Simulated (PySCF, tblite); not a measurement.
# C₅H₈Cl₂Si: geometry, infrared bands and NMR shifts

Wanted: the infrared bands and NMR shifts of C₅H₈Cl₂Si (`ClC(Cl)C=C1C[SiH2]C1`), by calculation.

Programs: tblite 0.8.0 and PySCF 2.14.0, with density-fitted response routines of our own. Each step states its level of theory. These are calculated values for one molecule in the gas phase, unless marked as measured. Atoms are numbered from 0 throughout.

## 1. The molecule as given

16 atoms, charge 0, multiplicity 1; geometry from: force field or distance geometry start.

Bonds of the start (Å): Cl0–C1 1.78, C1–Cl2 1.78, C1–C3 1.49, C3–C4 1.32, C4–C5 1.50, C5–Si6 1.87, Si6–C7 1.86, C7–C4 1.50, C1–H8 1.11, C3–H9 1.10, C5–H10 1.11, C5–H11 1.11, Si6–H12 1.46, Si6–H13 1.45, C7–H14 1.10, C7–H15 1.09.

## 2. Optimising the geometry with GFN2-xTB

The job: settings as JSON, then the geometry in Å.

```
{"job": {"kind": "relax", "xc": "GFN2-xTB", "basis": "xTB"}, "charge": 0, "multiplicity": 1}
Cl    -1.926100    -1.799300    -0.975400
C     -2.384200    -0.342800    -0.057000
Cl    -3.621600    -0.849800     1.112600
C     -1.229300     0.269400     0.666900
C     -0.017100     0.387400     0.157200
C      0.691600     0.077800    -1.125900
Si     2.064000    -0.582300    -0.041500
C      1.281900     0.951900     0.650600
H     -2.759000     0.435300    -0.759100
H     -1.418200     0.613700     1.691900
H      0.266300    -0.754300    -1.721600
H      0.990200     0.961500    -1.720700
H      1.746300    -1.765200     0.752300
H      3.426000    -0.456000    -0.535600
H      1.355700     0.970200     1.747400
H      1.525900     1.891400     0.146400
```

On the command line:

```bash
> OMP_NUM_THREADS=1 python probes_run.py task.json out
```

One launch serves the whole session: the jobs run in the order shown.

**Question.** This job is followed by: GFN2-xTB harmonic vibrations, gas phase; GIAO PBE0/pcSseg-1 NMR shielding, non-relativistic, gas phase. Predict these results of the whole session: strongest single infrared mode (GFN2-xTB); zero-point energy (GFN2-xTB); ¹³C shifts against TMS (PBE0/pcSseg-1); ¹H shifts against TMS (PBE0/pcSseg-1, means over atoms taken as alike); ³⁵Cl shifts against HCl (PBE0/pcSseg-1, means over atoms taken as alike); ²⁹Si shifts against TMS (PBE0/pcSseg-1); surface potential, 1st and 99th percentile.

As calculated:

| quantity | value |
| --- | --- |
| strongest single infrared mode (GFN2-xTB) | 2284 cm⁻¹, 444 km/mol |
| zero-point energy (GFN2-xTB) | 69.0 kcal/mol |
| ¹³C shifts against TMS (PBE0/pcSseg-1) | 149.4, 135.3, 81.9, 20.7, 16.4 ppm |
| ¹H shifts against TMS (PBE0/pcSseg-1, means over atoms taken as alike) | 6.33, 5.85, 4.71, 2.42, 2.24 ppm |
| ³⁵Cl shifts against HCl (PBE0/pcSseg-1, means over atoms taken as alike) | 303 ppm |
| ²⁹Si shifts against TMS (PBE0/pcSseg-1) | -44.7 ppm |
| surface potential, 1st and 99th percentile | -0.81 V and 1.38 V |

What this shows: The optimisation took 111 steps and gained 1.323 eV; among the close pairs (by a distance rule), Si6–C7 changed most, from 1.856 to 1.918 Å. All 42 modes are real, so the xTB geometry is a minimum. GFN2-xTB is a fitted tight-binding method: band positions and strengths are rough. Its intensities can rank the bands wrongly. C1 stands next to heavy halogen, whose spin-orbit shielding this run leaves out, so the computed shift lies too far downfield, most of all for carbon beside Br or I. The most deshielded hydrogen is H8 (hydrogen on an allylic sp3 CH bonded to 2 Cl), at 6.33 ppm: its carbon carries Cl, an electronegative neighbour. At PBE0/pcSseg-1: The widest tensor belongs to Cl0, Cl2: span 689 ppm, with a paramagnetic part of -498 ppm. By nearest atom (PBE0/pcSseg-1), the HOMO sits on C3, C4 about 31 % each; Cl0, Cl2 about 9 % each and the LUMO on C4 28 %; C3 18 %.
